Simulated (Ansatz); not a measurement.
# ZrNi: the cost of one run

Program: Ansatz 0.2.0. Level of theory: DFT PBEsol, scalar-relativistic, plane waves, PAW. These are calculated values, not measurements.

### Step 1. The structure to begin with

It takes space group Cmcm (No. 63, orthorhombic). Conventional cell: a = 3.298 Å, b = 9.997 Å, c = 4.077 Å, α = 90.00°, β = 90.00°, γ = 90.00°. Zr (site symmetry m2m) is surrounded by 7 Ni at 2.68 to 2.78 Å. Ni (site symmetry m2m) has 2 Ni at 2.63 Å and 7 Zr at 2.68 to 2.78 Å as nearest neighbours.

Coordinates:

```
CELL_PARAMETERS angstrom
1.64878 -4.99849 0.00000
1.64878 4.99849 0.00000
0.00000 0.00000 4.07679
ATOMIC_POSITIONS crystal
Zr 0.63888 0.36112 0.25000
Zr 0.36112 0.63888 0.75000
Ni 0.91679 0.08321 0.25000
Ni 0.08321 0.91679 0.75000
```

It is the result of an earlier relaxation at this level (volume 16.80 Å³/atom; gap on the mesh: none (metal)).

### Step 2. The cell under PBEsol

Input file input.yaml:

```yaml
crystal:
  lattice:
    - [1.6487818525, -4.9984866373, 0.0]
    - [1.6487818525, 4.9984866373, 0.0]
    - [0.0, 0.0, 4.0767919834]
  atoms:
    - { symbol: Zr, position: [0.6388829739, 0.3611170261, 0.25] }
    - { symbol: Zr, position: [0.3611170261, 0.6388829739, 0.75] }
    - { symbol: Ni, position: [0.9167860337, 0.0832139663, 0.25] }
    - { symbol: Ni, position: [0.0832139663, 0.9167860337, 0.75] }
basis:
  ecutwfc: 420
kpoints:
  mp_grid: { grid: [14, 14, 10] }
hamiltonian:
  xc: pbesol
scf:
  occupations: { method: gaussian, width: 0.1 }
output:
  forces: true
  stress: true
  eigenvalues: true
relax:
  adjacent_minimum: "off"
  f_tol: 0.005
  max_steps: 50
  cell: { stress_tol: 0.05 }
```

Started as:

```
$ ansatz run input.yaml --threads 2 --pin off --max-ram 5120MiB --backend cpu --events-out ev --progress --plain --runs-dir out
```

What time and memory should one allow on 2 threads of AMD EPYC (Zen 3), shared host?

About 5.6 min, with a peak of 0.89 GiB.
